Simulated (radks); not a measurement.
**Fractional charge and spin in the 5s shell of neodymium**

Aim: the energy as the spin-up occupation of 5s runs from 0 to 1 and the spin-down one from 0 to 1, against the two flat planes that join the four corners. Added charge counts from the emptiest corner (up 0, down 0).

The numbers are computed with radks (a radial shooting solver on a logarithmic mesh, Libxc functionals) version 1 (scalar-relativistic Kohn-Sham, r2SCAN, spin-polarised, spherical densities, finite nucleus), except any that are marked as measured or tabulated.

## 1. The atom as given

```
element            : neodymium (Z = 60)
configuration      : [Kr] 4d10 4f(up 1.5, down 1.5) 5p6 5s(up 1, down 1)
nuclear rms radius : 4.9123 fm
```

A shell typed twice in an input gives spin up, then spin down.

## 2. 5s: up 1, down 1

Settings of this run:

```text
Z 60
configuration [Kr] 4d10 4f1.5 4f1.5 5p6 5s1 5s1
relativity scalar-relativistic
functional r2scan,r2scan
spin polarised
nucleus finite rms 4.9123 fm
c 137.035999084
```

Run with:

```console
python run_ks.py task.json out
```

This one command runs every case of the session in turn.

## 3. 5s: up 1, down 0.75

Settings of this run:

```text
Z 60
configuration [Kr] 4d10 4f1.5 4f1.5 5p6 5s1 5s0.75
relativity scalar-relativistic
functional r2scan,r2scan
spin polarised
nucleus finite rms 4.9123 fm
c 137.035999084
```

## 4. 5s: up 1, down 0.5

Settings of this run:

```text
Z 60
configuration [Kr] 4d10 4f1.5 4f1.5 5p6 5s1 5s0.5
relativity scalar-relativistic
functional r2scan,r2scan
spin polarised
nucleus finite rms 4.9123 fm
c 137.035999084
```

## 5. 5s: up 1, down 0.25

Settings of this run:

```text
Z 60
configuration [Kr] 4d10 4f1.5 4f1.5 5p6 5s1 5s0.25
relativity scalar-relativistic
functional r2scan,r2scan
spin polarised
nucleus finite rms 4.9123 fm
c 137.035999084
```

## 6. 5s: up 1, down 0

Settings of this run:

```text
Z 60
configuration [Kr] 4d10 4f1.5 4f1.5 5p6 5s1 5s0
relativity scalar-relativistic
functional r2scan,r2scan
spin polarised
nucleus finite rms 4.9123 fm
c 137.035999084
```

## 7. 5s: up 0.75, down 0.75

Settings of this run:

```text
Z 60
configuration [Kr] 4d10 4f1.5 4f1.5 5p6 5s0.75 5s0.75
relativity scalar-relativistic
functional r2scan,r2scan
spin polarised
nucleus finite rms 4.9123 fm
c 137.035999084
```

## 8. 5s: up 0.75, down 0.5

Settings of this run:

```text
Z 60
configuration [Kr] 4d10 4f1.5 4f1.5 5p6 5s0.75 5s0.5
relativity scalar-relativistic
functional r2scan,r2scan
spin polarised
nucleus finite rms 4.9123 fm
c 137.035999084
```

## 9. 5s: up 0.75, down 0.25

Settings of this run:

```text
Z 60
configuration [Kr] 4d10 4f1.5 4f1.5 5p6 5s0.75 5s0.25
relativity scalar-relativistic
functional r2scan,r2scan
spin polarised
nucleus finite rms 4.9123 fm
c 137.035999084
```

## 10. 5s: up 0.75, down 0

Settings of this run:

```text
Z 60
configuration [Kr] 4d10 4f1.5 4f1.5 5p6 5s0.75 5s0
relativity scalar-relativistic
functional r2scan,r2scan
spin polarised
nucleus finite rms 4.9123 fm
c 137.035999084
```

## 11. 5s: up 0.5, down 0.5

Settings of this run:

```text
Z 60
configuration [Kr] 4d10 4f1.5 4f1.5 5p6 5s0.5 5s0.5
relativity scalar-relativistic
functional r2scan,r2scan
spin polarised
nucleus finite rms 4.9123 fm
c 137.035999084
```

## 12. 5s: up 0.5, down 0.25

Settings of this run:

```text
Z 60
configuration [Kr] 4d10 4f1.5 4f1.5 5p6 5s0.5 5s0.25
relativity scalar-relativistic
functional r2scan,r2scan
spin polarised
nucleus finite rms 4.9123 fm
c 137.035999084
```

## 13. 5s: up 0.5, down 0

Settings of this run:

```text
Z 60
configuration [Kr] 4d10 4f1.5 4f1.5 5p6 5s0.5 5s0
relativity scalar-relativistic
functional r2scan,r2scan
spin polarised
nucleus finite rms 4.9123 fm
c 137.035999084
```

## 14. 5s: up 0.25, down 0.25

Settings of this run:

```text
Z 60
configuration [Kr] 4d10 4f1.5 4f1.5 5p6 5s0.25 5s0.25
relativity scalar-relativistic
functional r2scan,r2scan
spin polarised
nucleus finite rms 4.9123 fm
c 137.035999084
```

## 15. 5s: up 0.25, down 0

Settings of this run:

```text
Z 60
configuration [Kr] 4d10 4f1.5 4f1.5 5p6 5s0.25 5s0
relativity scalar-relativistic
functional r2scan,r2scan
spin polarised
nucleus finite rms 4.9123 fm
c 137.035999084
```

## 16. 5s: up 0, down 0

Settings of this run:

```text
Z 60
configuration [Kr] 4d10 4f1.5 4f1.5 5p6 5s0 5s0
relativity scalar-relativistic
functional r2scan,r2scan
spin polarised
nucleus finite rms 4.9123 fm
c 137.035999084
```

What does the calculation give? Wanted: for each run, down \ up; 0; 0.25; 0.5; 0.75; 1.

The runs gave:

```
down \ up       0    0.25     0.5    0.75       1
        0   0.000  -1.297  -1.728  -1.296   0.000
     0.25  -1.297  -1.615  -1.077   0.317  -1.240
      0.5  -1.728  -1.077   0.422  -1.037  -1.652
     0.75  -1.296   0.317  -1.037  -1.554  -1.238
        1   0.000  -1.240  -1.652  -1.238   0.000
```

The table gives the energy in eV minus the planes, whose edge runs along up + down = one added electron; mirror points follow by spin symmetry. With half an added electron in each spin it lies 0.42 eV above the planes. With half an electron added in spin up alone it lies 1.73 eV below them. The planes are only a guide here: the condition holds for ground states with one frontier orbital, and this shell lies below others.
